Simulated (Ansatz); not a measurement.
# C2H10OSi: the cost of one run

Program: Ansatz 0.2.0. Level of theory: UKS r2SCAN/STO-3G. These are calculated values, not measurements.

## (1) The starting structure

Bond lengths: Si1–C2 2.170 Å, C2–C3 1.523 Å, Si1–H4 1.488 Å, Si1–H5 1.449 Å, Si1–O6 1.625 Å, C2–H9 1.098 Å, C2–H10 1.094 Å, C3–H11 1.091 Å, C3–H12 1.092 Å, C3–H13 1.088 Å, O6–H14 0.953 Å. Angles (14 of 19 angles, heavy atoms first): Si1–C2–C3 110.7°, C2–Si1–O6 111.4°, Si1–C2–H9 120.9°, Si1–C2–H10 101.6°, C3–C2–H9 110.8°, C3–C2–H10 107.7°, C2–Si1–H4 96.8°, C2–Si1–H5 115.2°, H4–Si1–O6 104.0°, H5–Si1–O6 121.4°, C2–C3–H11 111.2°, C2–C3–H12 111.9°, C2–C3–H13 110.0°, Si1–O6–H14 118.6°.

Structure file:

```xyz
14

Si   -0.9437    0.5022    0.7813
C     0.3126   -0.7556   -0.4636
C     1.0267    0.0744   -1.5216
H    -2.2342    0.1774    0.1148
H    -0.7961    1.9270    0.5650
O    -1.1055   -0.1153    2.2755
H     0.6932   -0.0181    0.6712
H     0.8267    0.6277    1.3990
H     0.9963   -1.4886   -0.0164
H    -0.4312   -1.3747   -0.9734
H     1.7184    0.7851   -1.0658
H     1.5942   -0.5496   -2.2146
H     0.3022    0.6476   -2.0971
H    -1.9598   -0.4394    2.5457
```

## (2) Run 1

150 steps of 0.5 fs at constant energy, with velocities drawn for 600 K.

Contents of input.yaml:

```yaml
crystal:
  periodic: [false, false, false]
  atoms:
    - { symbol: Si, position_ang: [-0.9437, 0.5022, 0.7813] }
    - { symbol: C, position_ang: [0.3126, -0.7556, -0.4636] }
    - { symbol: C, position_ang: [1.0267, 0.0744, -1.5216] }
    - { symbol: H, position_ang: [-2.2342, 0.1774, 0.1148] }
    - { symbol: H, position_ang: [-0.7961, 1.927, 0.565] }
    - { symbol: O, position_ang: [-1.1055, -0.1153, 2.2755] }
    - { symbol: H, position_ang: [0.6932, -0.0181, 0.6712] }
    - { symbol: H, position_ang: [0.8267, 0.6277, 1.399] }
    - { symbol: H, position_ang: [0.9963, -1.4886, -0.0164] }
    - { symbol: H, position_ang: [-0.4312, -1.3747, -0.9734] }
    - { symbol: H, position_ang: [1.7184, 0.7851, -1.0658] }
    - { symbol: H, position_ang: [1.5942, -0.5496, -2.2146] }
    - { symbol: H, position_ang: [0.3022, 0.6476, -2.0971] }
    - { symbol: H, position_ang: [-1.9598, -0.4394, 2.5457] }
magnetization:
  spin_polarized: true
basis:
  gaussian: { orbitals: STO-3G }
hamiltonian:
  xc: r2scan
md:
  timestep: 0.5
  n_steps: 150
  ensemble: nve
  temperature: 600.0
  initial_velocities: maxwell_boltzmann
  seed: 18758
```

Run with:

```console
$ ansatz run input.yaml --threads 1 --pin off --max-ram 2048MiB --backend cpu --events-out ev --progress --plain --runs-dir out
```

What time and memory should one allow on 1 thread of an Arm CPU, shared host?

About 11 min, with a peak of 0.17 GiB.
